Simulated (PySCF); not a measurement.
# CH9F3O2Si4: the cost of one run

Computed with PySCF 2.14.0, with density-fitted response routines of our own, on a single molecule in the gas phase. Atoms count from 0, in the outputs and in this text.

## (1) Starting geometry

19 atoms, charge 0, multiplicity 1; geometry from: GFN2-xTB.

Bonds of the start (Å): O0–Si1 1.62, Si1–C2 1.95, C2–F3 1.37, C2–F4 1.37, Si1–Si5 2.29, Si5–F6 1.63, Si5–Si7 2.32, Si5–O8 1.62, O8–Si9 1.62, O0–H10 0.96, Si1–H11 1.48, C2–H12 1.10, Si7–H13 1.47, Si7–H14 1.47, Si7–H15 1.47, Si9–H16 1.46, Si9–H17 1.46, Si9–H18 1.46.

## (2) Shielding tensors: PBE0/pcSseg-1

Job settings and geometry (Å):

```
{"job": {"kind": "nmr", "xc": "PBE0", "basis": "pcSseg-1"}, "charge": 0, "multiplicity": 1}
O     -1.217714    -1.901049     0.518182
Si    -1.406787    -0.710462    -0.567649
C     -3.050062     0.193433    -0.037834
F     -3.976526    -0.747447     0.321876
F     -2.833518     0.940478     1.089139
Si     0.395126     0.632076    -0.112291
F      0.157400     1.964971    -1.021440
Si     1.079526     1.311334     2.002373
O      1.660352    -0.065106    -0.846350
Si     2.943258    -0.671060    -1.627386
H     -1.947837    -2.417399     0.856091
H     -1.807852    -1.274988    -1.872327
H     -3.535470     0.853313    -0.765086
H      2.061401     2.406285     1.972556
H     -0.057371     1.774349     2.803638
H      1.717995     0.209784     2.737435
H      3.945938     0.390520    -1.678106
H      2.479994    -1.069304    -2.955955
H      3.382343    -1.810478    -0.824330
```

With the program's defaults for keys left out, this is: GIAO PBE0/pcSseg-1 NMR shielding, non-relativistic, gas phase.

Started as:

```sh
$ OMP_NUM_THREADS=1 python probes_run.py task.json out
```

The driver reads the jobs from task.json and runs them one after another.

**Question.** How long does this job take on 1 thread of Arm Neoverse N1, shared host, and how much memory does it need?

About 2.4 min, with a peak of 1.1 GiB.
